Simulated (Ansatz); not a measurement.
# Si24O47Cl: the cost of one run

Method: density functional theory in Ansatz 0.2.0, PAW datasets, plane waves.

### Step 1. The starting cell

72 atoms (24 Si, 47 O, 1 Cl); a = 9.902 Å, b = 9.902 Å, c = 10.886 Å, α = 90.00°, β = 90.00°, γ = 120.00°. All atoms were shaken off their sites by about 0.02 Å along each axis. Defect site 1: (0.427, 0.294, 0.440).

Plan of the steps: (2) PBEsol relaxation at the single k point (¼, ¼, ¼), on 1 × NVIDIA H100 80GB HBM3 with 4 threads of AMD EPYC 7R13; (3) HSE06 single point at the single k point (¼, ¼, ¼), on 1 × NVIDIA H100 80GB HBM3 with 4 threads of AMD EPYC 7R13; (4) r²SCAN single point at the single k point (¼, ¼, ¼), on 1 × NVIDIA H100 80GB HBM3 with 4 threads of AMD EPYC 7R13.

### Step 2. Relaxation of the positions (PBEsol)

in.yaml reads:

```yaml
crystal:
  lattice:
    - [9.901639, 0.000000, 0.000000]
    - [-4.950819, 8.575071, 0.000000]
    - [0.000000, 0.000000, 10.885880]
  atoms:
    - { symbol: Si, position: [0.235897, 0.998860, 0.166961] }
    - { symbol: Si, position: [0.235550, 0.999135, 0.665322] }
    - { symbol: Si, position: [0.235805, 0.499873, 0.167639] }
    - { symbol: Si, position: [0.234719, 0.500015, 0.664647] }
    - { symbol: Si, position: [0.731564, 0.998387, 0.165554] }
    - { symbol: Si, position: [0.737574, 0.004083, 0.667268] }
    - { symbol: Si, position: [0.736779, 0.499000, 0.164202] }
    - { symbol: Si, position: [0.731381, 0.494102, 0.664939] }
    - { symbol: Si, position: [0.000593, 0.231894, 0.335158] }
    - { symbol: Si, position: [0.003263, 0.236328, 0.834295] }
    - { symbol: Si, position: [0.996475, 0.734119, 0.335246] }
    - { symbol: Si, position: [0.998903, 0.730613, 0.832249] }
    - { symbol: Si, position: [0.497005, 0.233895, 0.331531] }
    - { symbol: Si, position: [0.497721, 0.235548, 0.831079] }
    - { symbol: Si, position: [0.498133, 0.730835, 0.331725] }
    - { symbol: Si, position: [0.499360, 0.737394, 0.836115] }
    - { symbol: Si, position: [0.263290, 0.264864, 0.999420] }
    - { symbol: Si, position: [0.269393, 0.268412, 0.501135] }
    - { symbol: Si, position: [0.263327, 0.763559, 0.999708] }
    - { symbol: Si, position: [0.263284, 0.765593, 0.496012] }
    - { symbol: Si, position: [0.764851, 0.258286, 0.998547] }
    - { symbol: Si, position: [0.766233, 0.265734, 0.500715] }
    - { symbol: Si, position: [0.763848, 0.762407, 0.999720] }
    - { symbol: Si, position: [0.762690, 0.767029, 0.499349] }
    - { symbol: O, position: [0.205757, 0.132625, 0.106194] }
    - { symbol: O, position: [0.206302, 0.134409, 0.604576] }
    - { symbol: O, position: [0.211034, 0.635599, 0.109409] }
    - { symbol: O, position: [0.204675, 0.630758, 0.606198] }
    - { symbol: O, position: [0.706770, 0.133466, 0.107107] }
    - { symbol: O, position: [0.706963, 0.131055, 0.605549] }
    - { symbol: O, position: [0.703510, 0.627848, 0.105517] }
    - { symbol: O, position: [0.708253, 0.635490, 0.608470] }
    - { symbol: O, position: [0.367516, 0.074649, 0.273788] }
    - { symbol: O, position: [0.368202, 0.074148, 0.773678] }
    - { symbol: O, position: [0.365167, 0.573915, 0.275044] }
    - { symbol: O, position: [0.369678, 0.574339, 0.773968] }
    - { symbol: O, position: [0.865265, 0.071304, 0.276846] }
    - { symbol: O, position: [0.867151, 0.072550, 0.771338] }
    - { symbol: O, position: [0.871963, 0.575577, 0.270996] }
    - { symbol: O, position: [0.867634, 0.574275, 0.776981] }
    - { symbol: O, position: [0.428378, 0.296059, 0.939651] }
    - { symbol: O, position: [0.425863, 0.791800, 0.438603] }
    - { symbol: O, position: [0.427201, 0.796117, 0.942565] }
    - { symbol: O, position: [0.925763, 0.293250, 0.439297] }
    - { symbol: O, position: [0.922071, 0.289037, 0.938042] }
    - { symbol: O, position: [0.923423, 0.791311, 0.437997] }
    - { symbol: O, position: [0.929236, 0.798400, 0.939194] }
    - { symbol: O, position: [0.134118, 0.206860, 0.391979] }
    - { symbol: O, position: [0.132826, 0.204933, 0.892830] }
    - { symbol: O, position: [0.129024, 0.702815, 0.389929] }
    - { symbol: O, position: [0.131943, 0.705211, 0.893815] }
    - { symbol: O, position: [0.634290, 0.207154, 0.390594] }
    - { symbol: O, position: [0.634111, 0.205356, 0.895177] }
    - { symbol: O, position: [0.633127, 0.707076, 0.394060] }
    - { symbol: O, position: [0.628928, 0.703779, 0.893227] }
    - { symbol: O, position: [0.073104, 0.366189, 0.220927] }
    - { symbol: O, position: [0.071251, 0.365147, 0.725677] }
    - { symbol: O, position: [0.071533, 0.867196, 0.225364] }
    - { symbol: O, position: [0.076963, 0.868788, 0.726437] }
    - { symbol: O, position: [0.573720, 0.367769, 0.223889] }
    - { symbol: O, position: [0.572412, 0.364179, 0.726315] }
    - { symbol: O, position: [0.568436, 0.862652, 0.231649] }
    - { symbol: O, position: [0.570023, 0.862943, 0.726462] }
    - { symbol: O, position: [0.286886, 0.422934, 0.059825] }
    - { symbol: O, position: [0.291606, 0.424233, 0.558329] }
    - { symbol: O, position: [0.293650, 0.926423, 0.058380] }
    - { symbol: O, position: [0.292899, 0.928900, 0.559534] }
    - { symbol: O, position: [0.793205, 0.431546, 0.059829] }
    - { symbol: O, position: [0.794812, 0.424739, 0.560076] }
    - { symbol: O, position: [0.791822, 0.926645, 0.061977] }
    - { symbol: O, position: [0.793011, 0.926546, 0.560402] }
    - { symbol: Cl, position: [0.424170, 0.294352, 0.441429] }
  symmetry: { detect: false }
kpoints:
  mp_grid: { grid: [1, 1, 1], shift: [0.25, 0.25, 0.25] }
hamiltonian:
  xc: pbesol
total_charge: 1
scf:
  occupations: { method: fermi_dirac, width: 0.01 }
relax:
  f_tol: 0.03
  max_steps: 80
  escape_saddle: false
  adjacent_minimum: "off"
output:
  forces: true
  eigenvalues: true
  populations: true
  charged_corrections: { epsilon: 4.5 }
```

Command:

```
$ ansatz run in.yaml --threads 4 --pin off --max-ram 61750MiB --runs-dir r --events-out ev --progress --plain --backend cuda --devices 0, --max-vram 37GiB
```

What time and memory should one allow on 1 × NVIDIA H100 80GB HBM3 with 4 threads of AMD EPYC 7R13, shared host?

About 15 s, with a peak of 1.3 GiB on the host.
